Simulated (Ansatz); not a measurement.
# CdBi3O: from a guess to a relaxed structure

Aim: relax a trial structure of CdBi3O and see where it ends.

Computed with Ansatz 0.2.0 (DFT PBE, scalar-relativistic, plane waves, PAW, unless a step's input says otherwise).

### 1 The starting structure

The structure is cubic, space group Pm-3m (No. 221). The conventional cell has a = 5.310 Å, b = 5.310 Å, c = 5.310 Å, α = 90.00°, β = 90.00°, γ = 90.00°. Cd (site symmetry m-3m) is surrounded by 12 Bi at 3.75 Å. Bi (site symmetry 4/mmm) has 2 O at 2.66 Å as nearest neighbours. O (site symmetry m-3m) has 6 Bi at 2.66 Å as nearest neighbours.

Coordinates:

```cif
data_structure
_symmetry_space_group_name_H-M 'Pm-3m'
_symmetry_Int_Tables_number 221
_cell_length_a 5.3101
_cell_length_b 5.3101
_cell_length_c 5.3101
_cell_angle_alpha 90.000
_cell_angle_beta 90.000
_cell_angle_gamma 90.000
_cell_volume 149.73
loop_
_atom_site_label
_atom_site_type_symbol
_atom_site_symmetry_multiplicity
_atom_site_Wyckoff_symbol
_atom_site_fract_x
_atom_site_fract_y
_atom_site_fract_z
_atom_site_occupancy
Cd1 Cd 1 a 0.00000 0.00000 0.00000 1
Bi1 Bi 3 c 0.00000 0.50000 0.50000 1
O1 O 1 b 0.50000 0.50000 0.50000 1
```

The cell is invented: random cell by space group and Wyckoff sites (Pm-3m, No. 221). Its size is a rough estimate.

### 2 Probe: one point on a coarse mesh

Input file input.yaml:

```yaml
crystal:
  lattice:
    - [5.31005845, 0.0, 0.0]
    - [0.0, 5.31005845, 0.0]
    - [0.0, 0.0, 5.31005845]
  atoms:
    - { symbol: Cd, position: [0.0, 0.0, 0.0] }
    - { symbol: Bi, position: [0.0, 0.5, 0.5] }
    - { symbol: Bi, position: [0.5, 0.0, 0.5] }
    - { symbol: Bi, position: [0.5, 0.5, 0.0] }
    - { symbol: O, position: [0.5, 0.5, 0.5] }
basis:
  ecutwfc: 420
kpoints:
  mp_grid: { grid: [4, 4, 4] }
hamiltonian:
  xc: pbe
scf:
  occupations: { method: gaussian, width: 0.1 }
  lower_state_search: "off"
output:
  forces: true
  stress: true
  eigenvalues: true
```

Started as:

```console
$ ansatz run input.yaml --threads 1 --pin off --max-ram 2560MiB --backend cpu --events-out ev --progress --plain --runs-dir out
```

The session goes on with these runs: coarse relaxation; full relaxation.

Before running it: what results should come out? Wanted: conventional cell; volume; energy over the elements; gap on the mesh.

The runs gave:

| quantity | value |
| --- | --- |
| symmetry at the end (tolerance 0.05 Å) | space group Pm-3m (No. 221) |
| conventional cell | a = 5.022 Å, b = 5.022 Å, c = 5.022 Å, α = 90.00°, β = 90.00°, γ = 90.00° |
| volume | 25.34 Å³/atom |
| energy over the elements (uncorrected; H, N, O, F and Cl as molecules) | -0.03 eV/atom |
| gap on the mesh | none (metal) |

**Reading.** The space group Pm-3m (No. 221) is kept, and the volume per atom shrinks by 15.4 % from the first guess. The formation energy of this structure is too near zero to say whether it is bound against the elements. No finished test with a distortion of lower symmetry is shown, so the end may be a saddle point. The runs treat Bi without spin-orbit coupling. The final runs have no spin polarisation, so no magnetic state was tried and one may lie lower.
